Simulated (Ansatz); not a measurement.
Debugging a single point of CN2O, space group P-42_1m (Ansatz 0.2.0, Python API).

The script, `run_scf.py`:
```python
"""Self-consistent field of CN2O at the given structure."""

from collections import Counter
from pathlib import Path
import json
import warnings

import ansatz as az
import numpy as np

warnings.simplefilter("ignore", az.DeckWarning)

cn2o = (
    az.Lattice.of((5.935164, 0.0, 0.0), (0.0, 5.935164, 0.0), (0.0, 0.0, 4.778045))
    .atom("C", (0.0, 0.5, 0.313356))
    .atom("C", (0.5, 0.0, 0.686644))
    .atom("N", (0.857356, 0.642644, 0.195438))
    .atom("N", (0.642644, 0.142644, 0.804562))
    .atom("N", (0.142644, 0.357356, 0.195438))
    .atom("N", (0.357356, 0.857356, 0.804562))
    .atom("O", (0.0, 0.5, 0.588705))
    .atom("O", (0.5, 0.0, 0.411295))
)

# functional, basis and sampling
job = (
    cn2o.calculation()
    .kpoints(4, 4, 5)
    .functional(az.Functional.PBE)
    .occupations("Fixed")
    .scf(extra_bands=4)
    .basis(530)
    .accuracy("high")
    .density()
    .potential()
    .electron_localization_function()
    .output_files(volumetric_format="npy")
    .band_table()
)
res = job.run(threads=1, backend="cpu")
rep = res.report

print("%-22s %14.5f eV" % ("F = E - TS", rep["free_energy_ev"]))
print("%-22s %14.5f eV" % ("E", rep["internal_energy_ev"]))
print("%-22s %14.5f eV" % ("Harris-Foulkes", rep["harris_foulkes_ev"]))
print("%-22s %14.5f eV" % ("Fermi level", rep["fermi_energy_ev"]))

folder = Path(res.write_results("fields"))
print("densities in e/A^3, potentials in eV, ELF without unit")
for name in sorted(p.name for p in folder.glob("*.npy")):
    field = np.load(folder / name)
    print(f"{name:16s} {str(field.shape):16s} min {field.min():10.4f}  mean {field.mean():10.4f}  max {field.max():10.4f}")

table = np.array(rep["eigenvalues_ev"]) - rep["fermi_energy_ev"]
filling = np.array(rep["occupations"])
weights = np.tile(rep["kweights"], len(table) // len(rep["kweights"]))
print("band   lowest  highest (eV from E_F)  electrons")
for band in range(table.shape[1]):
    if table[:, band].max() > -10:
        print(f"{band + 1:4d} {table[:, band].min():8.3f} {table[:, band].max():8.3f} {weights @ filling[:, band]:18.4f}")
print("electrons counted from the table:", round(float(weights @ filling.sum(axis=1)), 5))

keep = ["free_energy_ev", "energy_sigma0_ev", "fermi_energy_ev", "n_iterations", "converged", "magnetization_mub", "n_kpoints"]
with open("cn2o.json", "w") as handle:
    json.dump({key: rep[key] for key in keep}, handle, indent=1)

told = Counter((n["data"]["severity"], n["data"]["kind"]) for n in res.notices if n["event"] == "notice")
for (severity, kind), count in sorted(told.items()):
    print(f"{severity:8s} {kind} x{count}")
```

```console
$ python run_scf.py
RunWarning: iter 1: σ=0 fill of 20 bands saw a band overlap (occupied -2.5525 eV > unoccupied -2.7131 eV) — on an unconverged iterate often a transient of an unconverged empty band; one that stands at the close is told there (band_overlap_at_count); if the [...]
RunWarning: the bands overlap at the fill by count (20 filled at each k-point of a channel): the highest filled level, -2.784425 eV at k-index 9, stands 0.2832 eV over the lowest empty one, -3.067638 eV at k-index 2, so that a fill of the lowest levels lies [...]
F = E - TS                -3154.30615 eV
E                         -3154.30615 eV
Harris-Foulkes            -3154.30615 eV
Fermi level                  -2.78443 eV
densities in e/A^3, potentials in eV, ELF without unit
elf.npy          (54, 54, 45)     min     0.0004  mean     0.2413  max     0.9487
rho.npy          (54, 54, 45)     min     0.0011  mean     0.2377  max     7.7083
v_es.npy         (54, 54, 45)     min   -97.9682  mean     0.7716  max     5.4495
v_tot.npy        (54, 54, 45)     min  -119.0351  mean    -5.7413  max     4.5679
band   lowest  highest (eV from E_F)  electrons
   7   -6.001   -5.466             2.0000
   8   -5.874   -5.381             2.0000
   9   -4.606   -4.441             2.0000
  10   -4.606   -4.441             2.0000
  11   -4.180   -3.961             2.0000
  12   -4.061   -3.942             2.0000
  13   -3.838   -3.634             2.0000
  14   -3.838   -3.634             2.0000
  15   -1.080   -0.973             2.0000
  16   -1.078   -0.973             2.0000
  17   -0.591   -0.353             2.0000
  18   -0.526   -0.279             2.0000
  19   -0.389   -0.053             2.0000
  20   -0.389    0.000             2.0000
  21   -0.283    0.115             0.0000
  22   -0.089    0.182             0.0000
  23    0.842    1.150             0.0000
  24    0.845    1.150             0.0000
electrons counted from the table: 40.0
audit    band_cg_iterations x1
audit    preconditioner_resolved x1
warning  band_overlap_at_count x1
warning  metallic_iterate x1
```
(Warnings from the package without file and line, shortened.)

No error stopped it. What is wrong with the input all the same?

The fault: fixed occupations, though the bands overlap at this level of theory. The correction:

```diff
--- before
+++ after
@@ -29,3 +29,3 @@
     .functional(az.Functional.PBE)
-    .occupations("Fixed")
+    .occupations("fermi_dirac", width=0.05)
     .scf(extra_bands=4)
```

With that change:

```console
$ python run_scf.py
F = E - TS                -3154.45370 eV
E                         -3154.30420 eV
Harris-Foulkes            -3154.45370 eV
Fermi level                  -2.89692 eV
densities in e/A^3, potentials in eV, ELF without unit
elf.npy          (54, 54, 45)     min     0.0003  mean     0.2416  max     0.9483
rho.npy          (54, 54, 45)     min     0.0011  mean     0.2377  max     7.7068
v_es.npy         (54, 54, 45)     min   -97.9794  mean     0.7716  max     5.4319
v_tot.npy        (54, 54, 45)     min  -119.0436  mean    -5.7421  max     4.6116
band   lowest  highest (eV from E_F)  electrons
   7   -5.913   -5.379             2.0000
   8   -5.788   -5.296             2.0000
   9   -4.495   -4.328             2.0000
  10   -4.495   -4.328             2.0000
  11   -4.071   -3.849             2.0000
  12   -3.952   -3.831             2.0000
  13   -3.734   -3.529             2.0000
  14   -3.734   -3.529             2.0000
  15   -0.979   -0.875             2.0000
  16   -0.978   -0.875             2.0000
  17   -0.494   -0.228             1.9946
  18   -0.429   -0.179             1.9916
  19   -0.289    0.081             1.6540
  20   -0.289    0.114             1.4489
  21   -0.150    0.211             0.6539
  22    0.039    0.277             0.2570
  23    0.940    1.247             0.0000
  24    0.943    1.247             0.0000
electrons counted from the table: 40.0
audit    band_cg_iterations x1
audit    preconditioner_resolved x1
```

`cn2o.json`, as written:
```json
{
 "free_energy_ev": -3154.4536976360364,
 "energy_sigma0_ev": -3154.378947551168,
 "fermi_energy_ev": -2.896922067945227,
 "n_iterations": 11,
 "converged": true,
 "magnetization_mub": 0.0,
 "n_kpoints": 18
}
```

Reading the output:
- The settings weren't tested for convergence.
- The computed bands are complete only to about 0.9 eV above the Fermi level.
- The mesh is modest for a metal, so energies can be off by several to tens of meV an atom and pressures by half a GPa or more; differences at equal mesh fare better.
- The zero of the levels is a convention of the potentials, so an absolute Fermi energy is no work function.
- Grid values close to the nuclei reflect the PAW or pseudopotential construction, not the all-electron fields.
- The structure comes from a database of computed cells and needn't be a stable or known phase.
- Gaps and levels are Kohn-Sham values on a finite set of k-points.
- Finished in 7.5 s on 1 thread of AMD EPYC 7B13 (Zen 3), with other jobs on the host, peak memory 0.5 GiB.

(Lines on the test bed's own set-up are left out of the output.)
